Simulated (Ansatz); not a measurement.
**AlH6NSSi: a ladder of functionals and wavefunction methods**

One table from this session's results is given with a row withheld; the runs are named, their logs left out.

Method: functionals in def2-TZVPP, the program's frozen cores in correlated methods; program: Ansatz 0.2.0, Gaussian basis.

Levels to be run: LDA (SPW92), PBE-D4, revPBE-D4, BLYP-D4, r2SCAN-D4, B97M-V, PBE0-D4, B3LYP-D4, r2SCANh-D4, r2SCAN0-D4, HSE06-D4, BHLYP-D4, CAM-B3LYP-D4, LC-ωPBE, ωB97X-V, ωB97M-V, B2PLYP, PBE-QIDH; CCSD(T)/def2-SVP; CCSD(T)/def2-TZVPP; MP2/def2-QZVPP; extrapolation to the limit; RPA on PBE.

## Structure used throughout

All runs share one geometry, relaxed beforehand with PBE0-D4 in a triple-zeta def2 set.

SMILES `N[SiH2][S][AlH2]`, 10 atoms, charge 0, spin multiplicity 1.

Atoms are counted from 1 here; the program's logs count them from 0.

Bond lengths: N1–Si2 1.709 Å, N1–H5 1.007 Å, N1–H6 1.007 Å, Si2–S3 2.159 Å, Si2–H7 1.482 Å, Si2–H8 1.482 Å, S3–Al4 2.172 Å, Al4–H9 1.579 Å, Al4–H10 1.586 Å. Angles: Si2–N1–H5 119.7°, Si2–N1–H6 120.8°, H5–N1–H6 111.4°, N1–Si2–S3 117.2°, N1–Si2–H7 106.7°, N1–Si2–H8 108.6°, S3–Si2–H7 108.8°, S3–Si2–H8 103.7°, H7–Si2–H8 111.9°, Si2–S3–Al4 97.9°, S3–Al4–H9 118.4°, S3–Al4–H10 118.6°, H9–Al4–H10 123.0°.

The first run:

Contents of in.yaml:

```yaml
crystal:
  periodic: [false, false, false]
  atoms:
    - {symbol: N, position_ang: [-0.698564, 1.559711, 0.334324]}
    - {symbol: Si, position_ang: [-1.224706, 0.031357, -0.221994]}
    - {symbol: S, position_ang: [0.120342, -1.070363, -1.501429]}
    - {symbol: Al, position_ang: [1.767768, -1.272995, -0.100992]}
    - {symbol: H, position_ang: [-0.061199, 1.614635, 1.112654]}
    - {symbol: H, position_ang: [-0.561183, 2.322888, -0.308573]}
    - {symbol: H, position_ang: [-1.513999, -0.784282, 0.980933]}
    - {symbol: H, position_ang: [-2.429965, 0.223077, -1.062007]}
    - {symbol: H, position_ang: [3.074442, -2.017309, -0.582378]}
    - {symbol: H, position_ang: [1.610264, -0.658118, 1.352462]}
basis:
  gaussian: {orbitals: def2-TZVPP}
hamiltonian: {xc: lda}
output: {orbitals: {seedname: orbitals}}
```

Started as:

```console
> ansatz run in.yaml --threads 2 --pin off --events-out ev --progress --plain --max-ram 4352MiB
```

Steps of the session up to this table: LDA; PBE-D4 (GGA); revPBE-D4 (GGA); BLYP-D4 (GGA); r2SCAN-D4 (meta-GGA); B97M-V (meta-GGA); PBE0-D4 (hybrid); B3LYP-D4 (hybrid); r2SCANh-D4 (hybrid); r2SCAN0-D4 (hybrid); HSE06-D4 (hybrid); BHLYP-D4 (hybrid); CAM-B3LYP-D4 (range-separated); LC-ωPBE (range-separated); ωB97X-V (range-separated); ωB97M-V (range-separated); B2PLYP (double hybrid); PBE-QIDH (double hybrid).

One of the session's tables, all rows but one given; the rest of the session is left out.

It belongs to the step «Orbital energies across the functionals». 

```
  functional  HOMO (eV)  LUMO (eV)  gap (eV)
 LDA (SPW92)      -6.33      -2.45      3.88
      PBE-D4      -6.18      -2.21      3.97
   revPBE-D4      -6.12      -2.10      4.02
     BLYP-D4      -6.02      -2.07      3.95
   r2SCAN-D4      -6.47      -1.92      4.55
      B97M-V      -6.59      -2.13      4.47
     PBE0-D4      -7.45      -1.47      5.98
    B3LYP-D4          ?          ?         ?
  r2SCANh-D4      -6.94      -1.67      5.28
  r2SCAN0-D4      -7.64      -1.30      6.35
    HSE06-D4      -7.05      -1.83      5.21
    BHLYP-D4      -8.52      -0.69      7.83
CAM-B3LYP-D4      -8.75      -0.54      8.21
     LC-ωPBE     -10.14       0.51     10.65
     ωB97X-V      -9.78       0.40     10.18
     ωB97M-V      -9.64       0.14      9.78
```

Q: Estimate the row for B3LYP-D4 from the others.

Worked estimate for «HOMO (eV)». Against the share of exact exchange, BLYP-D4 (0, -6.02), BHLYP-D4 (0.5, -8.52) give a slope of -5.00 per unit share; at 0.2 the line stands at -7.02.

The run gave: HOMO (eV): -7.19; LUMO (eV): -1.65; gap (eV): 5.54. In «HOMO (eV)» the line misses by +0.17.
